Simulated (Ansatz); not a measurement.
# MnHg: the cost of one run

Method: DFT PBE, scalar-relativistic, plane waves, PAW, in Ansatz 0.2.0.

2 further runs of the same task are left out: 2 that didn't finish.

### 1 The system as given

Symmetry: Pm-3m, No. 221, cubic system. Conventional cell: a = 3.315 Å, b = 3.315 Å, c = 3.315 Å, α = 90.00°, β = 90.00°, γ = 90.00°. Mn (site symmetry m-3m) has 8 Hg at 2.87 Å as nearest neighbours. Hg (site symmetry m-3m) is surrounded by 8 Mn at 2.87 Å.

Coordinates:

```cif
data_structure
_symmetry_space_group_name_H-M 'Pm-3m'
_symmetry_Int_Tables_number 221
_cell_length_a 3.3150
_cell_length_b 3.3150
_cell_length_c 3.3150
_cell_angle_alpha 90.000
_cell_angle_beta 90.000
_cell_angle_gamma 90.000
_cell_volume 36.43
loop_
_atom_site_label
_atom_site_type_symbol
_atom_site_symmetry_multiplicity
_atom_site_Wyckoff_symbol
_atom_site_fract_x
_atom_site_fract_y
_atom_site_fract_z
_atom_site_occupancy
Mn1 Mn 1 b 0.50000 0.50000 0.50000 1
Hg1 Hg 1 a 0.00000 0.00000 0.00000 1
```

This is candidate A: structure reported for this formula (Pm-3m, No. 221).

(A quick probe on a coarse mesh, which set the mesh and smearing, is not shown.)

### 3 The relaxation (candidate A)

input.yaml reads:

```yaml
crystal:
  lattice:
    - [3.315, 0.0, 0.0]
    - [0.0, 3.315, 0.0]
    - [0.0, 0.0, 3.315]
  atoms:
    - { symbol: Mn, position: [0.5, 0.5, 0.5], spin: 4.25 }
    - { symbol: Hg, position: [0.0, 0.0, 0.0] }
basis:
  ecutwfc: 420
kpoints:
  mp_grid: { grid: [16, 16, 16] }
hamiltonian:
  xc: pbe
scf:
  occupations: { method: gaussian, width: 0.1 }
output:
  forces: true
  stress: true
  eigenvalues: true
  populations: true
magnetization:
  spin_polarized: true
relax:
  adjacent_minimum: "off"
  f_tol: 0.01
  max_steps: 80
  cell: { stress_tol: 0.05 }
```

Command:

```
$ ansatz run input.yaml --threads 1 --pin off --max-ram 2560MiB --backend cpu --events-out ev --progress --plain --runs-dir out
```

**Question.** How long does this run take on 1 thread of Arm Neoverse V1, shared host, and how much memory does it need?

About 77 s, with a peak of 0.5 GiB.
